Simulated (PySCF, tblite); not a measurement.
# C₂H₄F₃GeOP: dynamics, then NMR shifts on frames, part 2 of 2

tblite 0.8.0 and PySCF 2.14.0. Atoms count from 0. Earlier steps stand in the parts before.

### 5 NMR shieldings: 625 fs, PBE0/pcSseg-1

Job settings and geometry (Å):

```
{"job": {"kind": "nmr", "xc": "PBE0", "basis": "pcSseg-1", "pop": false}, "charge": 0, "multiplicity": 1}
O     -1.778900    -1.966000     1.521400
C     -1.338600    -1.147200     0.725200
Ge     0.423200    -1.031400    -0.243000
P      2.047800    -0.221100     1.148100
C     -2.072300     0.132600     0.405100
F     -2.370000     0.229400    -0.922000
F     -3.177900     0.224000     1.166300
F     -1.276400     1.180500     0.676000
H      0.815900    -2.408400    -0.739300
H     -0.041400    -0.302100    -1.502800
H      2.654500     0.448300     0.094400
H      1.213800     0.938200     1.564200
```

With the program's defaults for keys left out, this is: GIAO PBE0/pcSseg-1 NMR shielding, non-relativistic, gas phase.

Log:

```text
coarse grid: 55160 points
cycle   1  E = -2870.3068944319  dE =  4.951e-01  |g| = 1.417e+00  |ddm| = 3.295e+00
cycle   2  E = -2869.3499499503  dE =  9.569e-01  |g| = 2.661e+00  |ddm| = 2.614e+00
cycle   3  E = -2870.5464292453  dE = -1.196e+00  |g| = 4.920e-01  |ddm| = 2.195e+00
cycle   4  E = -2870.5844935788  dE = -3.806e-02  |g| = 1.539e-01  |ddm| = 3.859e-01
cycle   5  E = -2870.5880110613  dE = -3.517e-03  |g| = 3.799e-02  |ddm| = 1.057e-01
cycle   6  E = -2870.5881991290  dE = -1.881e-04  |g| = 1.071e-02  |ddm| = 2.275e-02
cycle   7  E = -2870.5882172430  dE = -1.811e-05  |g| = 2.388e-03  |ddm| = 9.738e-03
cycle   8  E = -2870.5882183577  dE = -1.115e-06  |g| = 7.357e-04  |ddm| = 2.856e-03
final grid: 114888 points
cycle   9  E = -2870.5882408597  dE =  2.218e-07  |g| = 1.419e-03  |ddm| = 2.515e-03
cycle  10  E = -2870.5882395623  dE =  1.297e-06  |g| = 3.025e-03  |ddm| = 3.030e-03
cycle  11  E = -2870.5882412280  dE = -1.666e-06  |g| = 2.507e-04  |ddm| = 2.039e-03
cycle  12  E = -2870.5882412399  dE = -1.196e-08  |g| = 3.016e-05  |ddm| = 1.993e-04
cycle  13  E = -2870.5882412401  dE = -1.573e-10  |g| = 6.095e-06  |ddm| = 3.706e-05
converged SCF energy = -2870.5882412401

GIAO shielding tensors (ppm)
atom      isotropic    diamagn.    paramagn.     s11        s22        s33       span
  0 O     -553.012     394.254    -947.266  -1487.775   -546.391    375.131   1862.907
  1 C      -52.249     256.009    -308.258   -179.856    -54.926     78.035    257.891
  2 Ge    1530.539    2758.534   -1227.995   1472.318   1522.079   1597.221    124.904
  3 P      608.350     965.893    -357.543    540.058    590.135    694.858    154.800
  4 C       61.088     244.646    -183.558     40.302     55.079     87.882     47.580
  5 F      244.841     474.786    -229.945    155.562    242.894    336.067    180.505
  6 F      277.009     466.585    -189.576    195.618    292.343    343.065    147.447
  7 F      250.791     477.340    -226.549    183.676    247.799    320.898    137.222
  8 H       27.409      29.342      -1.933     21.166     21.805     39.255     18.089
  9 H       25.981      29.818      -3.837     18.972     23.034     35.936     16.964
 10 H       29.862      29.413       0.450     24.228     26.788     38.571     14.342
 11 H       28.193      27.797       0.396     21.958     27.292     35.330     13.372
```

Wall time 42 s (1 thread of Arm Neoverse N1, shared host); peak memory 0.92 GiB.

Key values: δ C1 239.2, C4 125.8, O0 889.1, Ge2 -200, H9 5.74, H8 4.31 ppm.

### 6 Nuclear shieldings: 800 fs, PBE0/pcSseg-1

Job settings and geometry (Å):

```
{"job": {"kind": "nmr", "xc": "PBE0", "basis": "pcSseg-1", "pop": false}, "charge": 0, "multiplicity": 1}
O     -1.697500    -1.661100     1.285200
C     -1.266800    -0.924300     0.453600
Ge     0.469800    -0.973700    -0.324100
P      1.898400     0.031500     1.281000
C     -2.193300     0.178000     0.011800
F     -2.671700    -0.001000    -1.244900
F     -3.207600     0.567600     0.754500
F     -1.340500     1.300300    -0.097700
H      0.816600    -2.414800    -0.530600
H      0.219700    -0.411300    -1.722400
H      2.524300     0.635500     0.239900
H      1.126600     1.174500     1.456200
```

With the program's defaults for keys left out, this is: GIAO PBE0/pcSseg-1 NMR shielding, non-relativistic, gas phase.

Log:

```text
coarse grid: 55160 points
cycle   1  E = -2870.3060238612  dE =  5.962e-01  |g| = 1.417e+00  |ddm| = 3.309e+00
cycle   2  E = -2869.5432560649  dE =  7.628e-01  |g| = 2.487e+00  |ddm| = 2.403e+00
cycle   3  E = -2870.5533128118  dE = -1.010e+00  |g| = 4.148e-01  |ddm| = 1.932e+00
cycle   4  E = -2870.5793023611  dE = -2.599e-02  |g| = 1.453e-01  |ddm| = 3.241e-01
cycle   5  E = -2870.5823949429  dE = -3.093e-03  |g| = 3.875e-02  |ddm| = 1.017e-01
cycle   6  E = -2870.5825984268  dE = -2.035e-04  |g| = 9.070e-03  |ddm| = 2.452e-02
cycle   7  E = -2870.5826109413  dE = -1.251e-05  |g| = 2.134e-03  |ddm| = 8.235e-03
cycle   8  E = -2870.5826117559  dE = -8.146e-07  |g| = 7.620e-04  |ddm| = 2.366e-03
final grid: 114888 points
cycle   9  E = -2870.5826933429  dE =  1.402e-07  |g| = 1.345e-03  |ddm| = 1.927e-03
cycle  10  E = -2870.5826925692  dE =  7.736e-07  |g| = 2.512e-03  |ddm| = 2.288e-03
cycle  11  E = -2870.5826936325  dE = -1.063e-06  |g| = 2.591e-04  |ddm| = 1.571e-03
cycle  12  E = -2870.5826936438  dE = -1.130e-08  |g| = 2.358e-05  |ddm| = 1.755e-04
cycle  13  E = -2870.5826936439  dE = -8.504e-11  |g| = 5.976e-06  |ddm| = 2.148e-05
converged SCF energy = -2870.5826936439

GIAO shielding tensors (ppm)
atom      isotropic    diamagn.    paramagn.     s11        s22        s33       span
  0 O     -517.456     395.916    -913.372  -1424.499   -523.251    395.383   1819.883
  1 C      -39.927     252.808    -292.734   -159.674    -38.373     78.267    237.941
  2 Ge    1546.614    2757.987   -1211.373   1467.278   1534.354   1638.210    170.932
  3 P      633.856     965.725    -331.870    544.648    651.827    705.091    160.443
  4 C       60.307     246.168    -185.861     39.677     52.225     89.019     49.342
  5 F      242.670     473.203    -230.534    154.707    243.547    329.756    175.049
  6 F      271.793     466.939    -195.145    203.363    281.371    330.646    127.283
  7 F      224.038     479.632    -255.595    116.436    214.415    341.262    224.826
  8 H       27.664      29.371      -1.707     21.304     21.862     39.827     18.524
  9 H       26.317      29.320      -3.003     19.798     22.708     36.447     16.649
 10 H       30.663      29.594       1.068     24.577     27.839     39.571     14.994
 11 H       30.319      29.636       0.683     23.747     28.378     38.830     15.082
```

It took 42 s on 1 thread of Arm Neoverse N1, shared host; peak memory 0.91 GiB.

Key values: δ C1 226.9, C4 126.6, O0 853.5, Ge2 -216, H9 5.40, H8 4.05 ppm.

### 7 Nuclear shieldings: 1000 fs, PBE0/pcSseg-1

Job settings and geometry (Å):

```
{"job": {"kind": "nmr", "xc": "PBE0", "basis": "pcSseg-1", "pop": false}, "charge": 0, "multiplicity": 1}
O     -1.694900    -1.875300     1.385900
C     -1.230300    -1.124000     0.554200
Ge     0.527600    -0.981300    -0.338200
P      2.073800    -0.247900     1.219100
C     -2.021700     0.103000     0.108200
F     -2.559100    -0.118700    -1.065600
F     -2.967800     0.634200     0.912800
F     -1.200400     1.204400    -0.144300
H      0.801600    -2.433200    -0.685900
H      0.374000    -0.288300    -1.636600
H      3.129500     0.032000     0.360100
H      1.577200     1.040900     1.181500
```

With the program's defaults for keys left out, this is: GIAO PBE0/pcSseg-1 NMR shielding, non-relativistic, gas phase.

Log:

```text
coarse grid: 55160 points
cycle   1  E = -2870.2972360468  dE =  5.677e-01  |g| = 1.428e+00  |ddm| = 3.290e+00
cycle   2  E = -2869.3447603691  dE =  9.525e-01  |g| = 2.671e+00  |ddm| = 2.547e+00
cycle   3  E = -2870.5429899225  dE = -1.198e+00  |g| = 4.823e-01  |ddm| = 2.107e+00
cycle   4  E = -2870.5791710792  dE = -3.618e-02  |g| = 1.544e-01  |ddm| = 3.799e-01
cycle   5  E = -2870.5827186282  dE = -3.548e-03  |g| = 3.908e-02  |ddm| = 1.077e-01
cycle   6  E = -2870.5829152395  dE = -1.966e-04  |g| = 1.073e-02  |ddm| = 2.407e-02
cycle   7  E = -2870.5829334861  dE = -1.825e-05  |g| = 2.553e-03  |ddm| = 9.815e-03
cycle   8  E = -2870.5829346585  dE = -1.172e-06  |g| = 8.830e-04  |ddm| = 2.602e-03
final grid: 114888 points
cycle   9  E = -2870.5829646096  dE =  2.805e-07  |g| = 1.650e-03  |ddm| = 2.439e-03
cycle  10  E = -2870.5829630783  dE =  1.531e-06  |g| = 3.359e-03  |ddm| = 3.085e-03
cycle  11  E = -2870.5829650644  dE = -1.986e-06  |g| = 3.306e-04  |ddm| = 2.179e-03
cycle  12  E = -2870.5829650819  dE = -1.752e-08  |g| = 2.413e-05  |ddm| = 1.992e-04
cycle  13  E = -2870.5829650820  dE = -9.322e-11  |g| = 5.583e-06  |ddm| = 2.610e-05
converged SCF energy = -2870.5829650820

GIAO shielding tensors (ppm)
atom      isotropic    diamagn.    paramagn.     s11        s22        s33       span
  0 O     -538.701     394.259    -932.960  -1461.723   -539.707    385.328   1847.051
  1 C      -46.404     254.501    -300.905   -171.652    -43.808     76.248    247.901
  2 Ge    1537.625    2757.264   -1219.639   1479.466   1564.469   1568.941     89.475
  3 P      608.826     966.041    -357.215    541.214    612.346    672.919    131.704
  4 C       60.754     243.521    -182.767     42.442     48.326     91.495     49.053
  5 F      258.563     472.229    -213.666    188.649    285.918    301.122    112.474
  6 F      264.079     468.892    -204.813    184.505    260.075    347.655    163.150
  7 F      217.500     478.635    -261.136    122.763    193.554    336.182    213.419
  8 H       27.551      28.846      -1.295     21.604     21.915     39.134     17.531
  9 H       26.526      29.903      -3.377     19.607     22.763     37.207     17.600
 10 H       30.052      29.065       0.988     24.635     26.148     39.374     14.739
 11 H       29.885      29.647       0.237     23.460     28.469     37.725     14.265
```

It took 42 s on 1 thread of Arm Neoverse N1, shared host; peak memory 0.92 GiB.

Key values: δ C1 233.3, C4 126.2, O0 874.8, Ge2 -207, H9 5.19, H8 4.17 ppm.

### 8 Comparing the runs: NMR shifts

Shifts (ppm) of some atoms, chosen among heavy atoms and hydrogens apart, with basis size and wall time:

| frame | H10 | H11 | O0 | Ge2 | P3 | F7 | F5 | functions | time |
| --- | --- | --- | --- | --- | --- | --- | --- | --- | --- |
| 250 fs | 2.52 | 2.21 | 797.5 | -218 | -261.6 | -76.4 | -93.1 | 187 | 42 s |
| 425 fs | 2.23 | 0.78 | 807.5 | -181 | -306.1 | -85.9 | -62.3 | 187 | 41 s |
| 625 fs | 1.85 | 3.52 | 889.1 | -200 | -290.0 | -79.8 | -73.9 | 187 | 42 s |
| 800 fs | 1.05 | 1.40 | 853.5 | -216 | -315.5 | -53.1 | -71.7 | 187 | 42 s |
| 1000 fs | 1.66 | 1.83 | 874.8 | -207 | -290.5 | -46.6 | -87.6 | 187 | 42 s |

### 9 Summary of results

What follows sums up all 2 parts.

| quantity | value |
| --- | --- |
| thermostat | 200 K |
| mean temperature, second half | 179 K |
| mean potential energy above the minimum | 0.26 eV |
| 13C shifts against TMS (PBE0/pcSseg-1, 250 fs) | 219.3, 124.6 ppm |
| 1H shifts against TMS (PBE0/pcSseg-1, 250 fs) | 6.59, 4.06, 2.52, 2.21 ppm |
| 17O shifts against H2O (PBE0/pcSseg-1, 250 fs) | 797.5 ppm |
| 73Ge shifts against GeMe4 (PBE0/pcSseg-1, 250 fs) | -218 ppm |
| 31P shifts against H3PO4 (PBE0/pcSseg-1, 250 fs) | -261.6 ppm |
| 19F shifts against CFCl3 (PBE0/pcSseg-1, 250 fs) | -76.4, -93.1, -117.2 ppm |
| range of the shift of O0 | 797.5 to 889.1 ppm |

In the second half the potential energy averages 0.26 eV above the minimum; equipartition over 30 harmonic modes at 200 K would give 0.26 eV. With 12 atoms the temperature swings widely (129 to 370 K). Shifts at one fixed geometry are not the observed spectrum, which averages over the motion. In the first frame run (250 fs): Shielding is most anisotropic at O0 (span 1625 ppm, paramagnetic term -858 ppm). Across the 5 runs the shift of O0 moves most, between 797.5 (250 fs) and 889.1 ppm (625 fs). Spin-orbit coupling is left out, which matters for shieldings and couplings at and beside the heavy atoms.
